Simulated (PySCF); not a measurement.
# Ag···HBe: magnetic exchange

Aim: compute the magnetic exchange of Ag···HBe.

Programs: PySCF 2.14.0, with routines of our own; each step states its level. All values are computed. Atoms count from 0.

## Step 1: The starting structure

3 atoms, charge 0, high-spin multiplicity 3; geometry from: GFN2-xTB fragments, placed rigidly.

The system (radical pair): Ag···HBe. The radical centres are 3.21 Å apart; the spin sites are atom 0 (1 unpaired) and atoms 1, 2 (1 unpaired).

## Step 2: Magnetic exchange: CASSCF and SC-NEVPT2/def2-TZVP (2,2)

Job settings and geometry (Å):

```
{"job": {"kind": "cas", "basis": "def2-TZVP", "active": "magnetic", "zfs": true}, "charge": 0, "high_spin_multiplicity": 3, "spin_sites": [[[0], 1], [[1, 2], 1]]}
Ag    -0.933300     0.000000    -2.365400
Be     0.466700     0.000000     0.526600
H      0.466700    -0.000000     1.838700
```

Level: CASSCF and SC-NEVPT2/def2-TZVP spin states, gas phase.

Launch:

```
$ OMP_NUM_THREADS=1 python exch_run.py task.json out
```

This one command runs all jobs of the session in turn.

Log:

```text
start orbitals: natural orbitals of the high-spin HF determinant (converged)
active space: 2 electrons in 2 orbitals, 11 closed; orbitals optimised for multiplicities 3 1
macro   0  E = -161.2720089869  dE =  0.000e+00  |g| = 8.993e-02
macro   1  E = -161.2735333599  dE = -1.524e-03  |g| = 3.086e-02
macro   2  E = -161.2738880805  dE = -3.547e-04  |g| = 1.657e-02
macro   3  E = -161.2739378636  dE = -4.978e-05  |g| = 6.230e-03
macro   4  E = -161.2739558040  dE = -1.794e-05  |g| = 5.028e-03
macro   5  E = -161.2739576854  dE = -1.881e-06  |g| = 2.098e-03
macro   6  E = -161.2739581554  dE = -4.700e-07  |g| = 5.967e-04
macro   7  E = -161.2739582761  dE = -1.207e-07  |g| = 2.188e-04
macro   8  E = -161.2739582919  dE = -1.580e-08  |g| = 1.266e-04
CASSCF converged, mean energy = -161.2739582919
2S+1 = 3  root 0  E(CAS) = -161.25581117  E(NEVPT2) = -161.77335786  occupations 1.000 1.000
2S+1 = 1  root 0  E(CAS) = -161.29210541  E(NEVPT2) = -161.81547199  occupations 1.788 0.212
2S+1 = 1  root 1  E(CAS) = -161.11140187  E(NEVPT2) = -161.69205389  occupations 1.633 0.367
2S+1 = 1  root 2  E(CAS) = -161.02667371  E(NEVPT2) = -161.64825164  occupations 1.921 0.079
D(spin-spin) = -0.0695 cm-1, E/D = 0.006
```

Run time: 0.6 s. Hardware: 1 thread of Intel Xeon 6975P-C, shared host; peak memory 0.19 GiB.

In short:

```
                   quantity           value
                 J (CASSCF)      -3983 cm⁻¹
                 J (NEVPT2)      -4621 cm⁻¹
low less high spin (NEVPT2)  -26.4 kcal/mol
         diradical index y0            0.21
```

Mulliken spin populations of the high-spin state:

```
atom  value (e)
 Ag0       1.03
 Be1       0.95
  H2       0.02
```

Orbitals, density, ELF and potential are computed afterwards from the orbital file.

The spin density lies nearest to Ag0 53 %; Be1 45 %.

## Step 3: Magnetic exchange: HF/def2-TZVP

Job settings and geometry (Å):

```
{"job": {"kind": "bs", "xc": "HF", "basis": "def2-TZVP", "rks": true}, "charge": 0, "high_spin_multiplicity": 3, "spin_sites": [[[0], 1], [[1, 2], 1]]}
Ag    -0.933300     0.000000    -2.365400
Be     0.466700     0.000000     0.526600
H      0.466700    -0.000000     1.838700
```

With the program's defaults for keys left out, this is: HF/def2-TZVP high-spin, broken-symmetry and restricted single points, gas phase.

Log:

```text
high-spin state, multiplicity 3
final grid: 30840 points
cycle   1  E = -160.2209109159  dE = -1.033e+01  |g| = 1.724e+00  |ddm| = 3.598e+00
cycle   2  E = -144.2323560858  dE =  1.599e+01  |g| = 4.115e+00  |ddm| = 1.538e+01
cycle   3  E = -160.7150615560  dE = -1.648e+01  |g| = 8.424e-01  |ddm| = 1.533e+01
cycle   4  E = -161.2049408389  dE = -4.899e-01  |g| = 2.066e-01  |ddm| = 1.175e+00
cycle   5  E = -161.2479253188  dE = -4.298e-02  |g| = 6.184e-02  |ddm| = 3.854e-01
cycle   6  E = -161.2551444333  dE = -7.219e-03  |g| = 2.982e-02  |ddm| = 1.710e-01
cycle   7  E = -161.2577248148  dE = -2.580e-03  |g| = 1.410e-02  |ddm| = 1.090e-01
cycle   8  E = -161.2585547396  dE = -8.299e-04  |g| = 6.459e-03  |ddm| = 6.672e-02
cycle   9  E = -161.2587644731  dE = -2.097e-04  |g| = 2.717e-03  |ddm| = 3.467e-02
cycle  10  E = -161.2588253353  dE = -6.086e-05  |g| = 1.563e-03  |ddm| = 1.995e-02
cycle  11  E = -161.2588492202  dE = -2.388e-05  |g| = 8.553e-04  |ddm| = 1.340e-02
cycle  12  E = -161.2588575607  dE = -8.341e-06  |g| = 4.063e-04  |ddm| = 9.491e-03
cycle  13  E = -161.2588587981  dE = -1.237e-06  |g| = 1.494e-04  |ddm| = 3.996e-03
cycle  14  E = -161.2588589070  dE = -1.089e-07  |g| = 5.454e-05  |ddm| = 1.236e-03
cycle  15  E = -161.2588589119  dE = -4.902e-09  |g| = 1.851e-05  |ddm| = 2.207e-04
converged SCF energy = -161.2588589119

broken-symmetry state, M_S = 0, start: spins of the second site flipped
final grid: 30840 points
cycle   1  E = -161.2711747585  dE = -1.956e-02  |g| = 3.532e-02  |ddm| = 2.249e-01
cycle   2  E = -161.2762395291  dE = -5.065e-03  |g| = 2.064e-02  |ddm| = 1.154e-01
cycle   3  E = -161.2792808487  dE = -3.041e-03  |g| = 1.268e-02  |ddm| = 1.233e-01
cycle   4  E = -161.2799400785  dE = -6.592e-04  |g| = 7.655e-03  |ddm| = 4.629e-02
cycle   5  E = -161.2804214198  dE = -4.813e-04  |g| = 2.798e-03  |ddm| = 6.965e-02
cycle   6  E = -161.2804406594  dE = -1.924e-05  |g| = 1.499e-03  |ddm| = 8.913e-03
cycle   7  E = -161.2804499527  dE = -9.293e-06  |g| = 5.086e-04  |ddm| = 8.502e-03
cycle   8  E = -161.2804514842  dE = -1.532e-06  |g| = 2.622e-04  |ddm| = 3.652e-03
cycle   9  E = -161.2804519141  dE = -4.300e-07  |g| = 1.428e-04  |ddm| = 1.486e-03
cycle  10  E = -161.2804521003  dE = -1.862e-07  |g| = 7.059e-05  |ddm| = 1.009e-03
cycle  11  E = -161.2804521423  dE = -4.201e-08  |g| = 3.707e-05  |ddm| = 4.497e-04
cycle  12  E = -161.2804521528  dE = -1.050e-08  |g| = 1.993e-05  |ddm| = 2.426e-04
cycle  13  E = -161.2804521552  dE = -2.378e-09  |g| = 6.964e-06  |ddm| = 1.349e-04
converged SCF energy = -161.2804521552

<S^2> high spin = 2.0048, broken symmetry = 0.5980
E(HS) - E(BS) = 4739.17 cm-1
J_noodleman = -4739.17 cm-1
J_unprojected = -2369.58 cm-1
J_yamaguchi = -3368.68 cm-1

restricted closed-shell singlet
final grid: 30840 points
cycle   1  E = -161.2675362732  dE = -5.321e-02  |g| = 1.357e-01  |ddm| = 6.877e-01
cycle   2  E = -161.2711644484  dE = -3.628e-03  |g| = 8.564e-02  |ddm| = 1.581e-01
cycle   3  E = -161.2722673425  dE = -1.103e-03  |g| = 1.533e-02  |ddm| = 5.264e-02
cycle   4  E = -161.2724782745  dE = -2.109e-04  |g| = 7.664e-03  |ddm| = 3.406e-02
cycle   5  E = -161.2725379444  dE = -5.967e-05  |g| = 1.962e-03  |ddm| = 2.017e-02
cycle   6  E = -161.2725463587  dE = -8.414e-06  |g| = 6.276e-04  |ddm| = 7.036e-03
cycle   7  E = -161.2725472842  dE = -9.255e-07  |g| = 8.928e-05  |ddm| = 2.715e-03
cycle   8  E = -161.2725472974  dE = -1.323e-08  |g| = 1.513e-05  |ddm| = 4.087e-04
cycle   9  E = -161.2725472977  dE = -2.943e-10  |g| = 5.872e-06  |ddm| = 6.758e-05
converged SCF energy = -161.2725472977
```

Wall time 0.3 s (1 thread of Intel Xeon 6975P-C, shared host); peak memory 0.2 GiB.

Key values:

```
                                                                           quantity           value
                                                                      J (Yamaguchi)      -3369 cm⁻¹
                                                      low less high spin, projected  -19.3 kcal/mol
closed shell less high spin (no spin gap: the broken-symmetry state lies far lower)   -8.6 kcal/mol
```

## Step 4: Magnetic exchange: PBE/def2-TZVP

Job settings and geometry (Å):

```
{"job": {"kind": "bs", "xc": "PBE", "grid": 1, "basis": "def2-TZVP", "rks": true}, "charge": 0, "high_spin_multiplicity": 3, "spin_sites": [[[0], 1], [[1, 2], 1]]}
Ag    -0.933300     0.000000    -2.365400
Be     0.466700     0.000000     0.526600
H      0.466700    -0.000000     1.838700
```

Level: PBE/def2-TZVP high-spin, broken-symmetry and restricted single points, gas phase.

Log:

```text
high-spin state, multiplicity 3
final grid: 15768 points
cycle   1  E = -162.1825246255  dE = -7.465e-03  |g| = 2.070e-01  |ddm| = 5.620e-01
cycle   2  E = -162.1514440796  dE =  3.108e-02  |g| = 3.839e-01  |ddm| = 5.083e-01
cycle   3  E = -162.1969898370  dE = -4.555e-02  |g| = 1.520e-02  |ddm| = 3.005e-01
cycle   4  E = -162.1971456439  dE = -1.558e-04  |g| = 6.349e-03  |ddm| = 4.090e-02
cycle   5  E = -162.1971703600  dE = -2.472e-05  |g| = 1.127e-03  |ddm| = 9.704e-03
cycle   6  E = -162.1971712386  dE = -8.785e-07  |g| = 2.374e-04  |ddm| = 1.660e-03
cycle   7  E = -162.1971712703  dE = -3.173e-08  |g| = 6.296e-05  |ddm| = 4.331e-04
cycle   8  E = -162.1971712730  dE = -2.734e-09  |g| = 2.341e-05  |ddm| = 1.288e-04
converged SCF energy = -162.1971712730

broken-symmetry state, M_S = 0, start: spins of the second site flipped
final grid: 15768 points
cycle   1  E = -162.2347791386  dE = -4.219e-02  |g| = 7.776e-02  |ddm| = 8.163e-01
cycle   2  E = -162.2331941434  dE =  1.585e-03  |g| = 9.938e-02  |ddm| = 3.604e-01
cycle   3  E = -162.2375639458  dE = -4.370e-03  |g| = 6.727e-02  |ddm| = 2.846e-01
cycle   4  E = -162.2411669640  dE = -3.603e-03  |g| = 1.279e-02  |ddm| = 1.416e-01
cycle   5  E = -162.2415836718  dE = -4.167e-04  |g| = 8.591e-03  |ddm| = 7.693e-02
cycle   6  E = -162.2419660578  dE = -3.824e-04  |g| = 5.672e-03  |ddm| = 8.549e-02
cycle   7  E = -162.2421548962  dE = -1.888e-04  |g| = 2.072e-03  |ddm| = 6.352e-02
cycle   8  E = -162.2421985472  dE = -4.365e-05  |g| = 1.156e-03  |ddm| = 3.563e-02
cycle   9  E = -162.2422108699  dE = -1.232e-05  |g| = 2.802e-04  |ddm| = 2.375e-02
cycle  10  E = -162.2422118049  dE = -9.350e-07  |g| = 9.638e-05  |ddm| = 6.438e-03
cycle  11  E = -162.2422118593  dE = -5.440e-08  |g| = 6.386e-05  |ddm| = 6.714e-04
cycle  12  E = -162.2422118650  dE = -5.689e-09  |g| = 7.220e-06  |ddm| = 2.945e-04
converged SCF energy = -162.2422118650

<S^2> high spin = 2.0026, broken symmetry = 0.0000
E(HS) - E(BS) = 9885.27 cm-1
J_noodleman = -9885.27 cm-1
J_unprojected = -4942.63 cm-1
J_yamaguchi = -4936.15 cm-1

restricted closed-shell singlet
final grid: 15768 points
cycle   1  E = -162.1702072082  dE =  6.310e-02  |g| = 3.657e-01  |ddm| = 9.294e-01
cycle   2  E = -160.6726100467  dE =  1.498e+00  |g| = 2.445e+00  |ddm| = 2.318e+00
cycle   3  E = -162.1191813041  dE = -1.447e+00  |g| = 4.750e-01  |ddm| = 1.359e+00
cycle   4  E = -162.2409818314  dE = -1.218e-01  |g| = 7.173e-02  |ddm| = 9.582e-01
cycle   5  E = -162.2369250783  dE =  4.057e-03  |g| = 7.680e-02  |ddm| = 2.547e-01
cycle   6  E = -162.2421724738  dE = -5.247e-03  |g| = 1.537e-02  |ddm| = 2.127e-01
cycle   7  E = -162.2422052535  dE = -3.278e-05  |g| = 3.290e-03  |ddm| = 1.106e-02
cycle   8  E = -162.2422103355  dE = -5.082e-06  |g| = 1.417e-03  |ddm| = 3.942e-03
cycle   9  E = -162.2422117945  dE = -1.459e-06  |g| = 3.359e-04  |ddm| = 2.981e-03
cycle  10  E = -162.2422118648  dE = -7.030e-08  |g| = 2.611e-05  |ddm| = 7.858e-04
cycle  11  E = -162.2422118651  dE = -2.607e-10  |g| = 5.895e-06  |ddm| = 4.378e-05
converged SCF energy = -162.2422118651
```

Wall time 2.2 s (1 thread of Intel Xeon 6975P-C, shared host); peak memory 0.25 GiB.

The broken-symmetry state collapsed to a closed shell, so its J has no meaning.

In short:

```
                   quantity           value
closed shell less high spin  -28.3 kcal/mol
```

## Step 5: The levels compared

J for H = −2J S1·S2; the gap is low spin less high spin (projected; unprojected where the broken-symmetry state collapsed; or NEVPT2):

```
step                                 level  geometry  J (cm⁻¹)  gap (kcal/mol)   time
   2  CASSCF and SC-NEVPT2/def2-TZVP (2,2)       one     -4621           -26.4  0.6 s
   3                          HF/def2-TZVP       one     -3369           -19.3  0.3 s
   4                         PBE/def2-TZVP       one         –           -28.3  2.2 s
```

CASSCF times leave out a start SCF that an earlier step had already made.

## Step 6: Results

```
                                                                  quantity                                                                      value
                 J (CASSCF) (step 2, CASSCF and SC-NEVPT2/def2-TZVP (2,2))                                                                 -3983 cm⁻¹
                 J (NEVPT2) (step 2, CASSCF and SC-NEVPT2/def2-TZVP (2,2))                                                                 -4621 cm⁻¹
low less high spin (NEVPT2) (step 2, CASSCF and SC-NEVPT2/def2-TZVP (2,2))                                                             -26.4 kcal/mol
         diradical index y0 (step 2, CASSCF and SC-NEVPT2/def2-TZVP (2,2))                                                                       0.21
                                                                         J  -4621 (CASSCF and SC-NEVPT2/def2-TZVP (2,2)) to -3369 cm⁻¹ (HF/def2-TZVP)
```

In words: The levels with a meaningful J put the low-spin state lower (antiferromagnetic coupling), from -4621 to -3369 cm⁻¹.
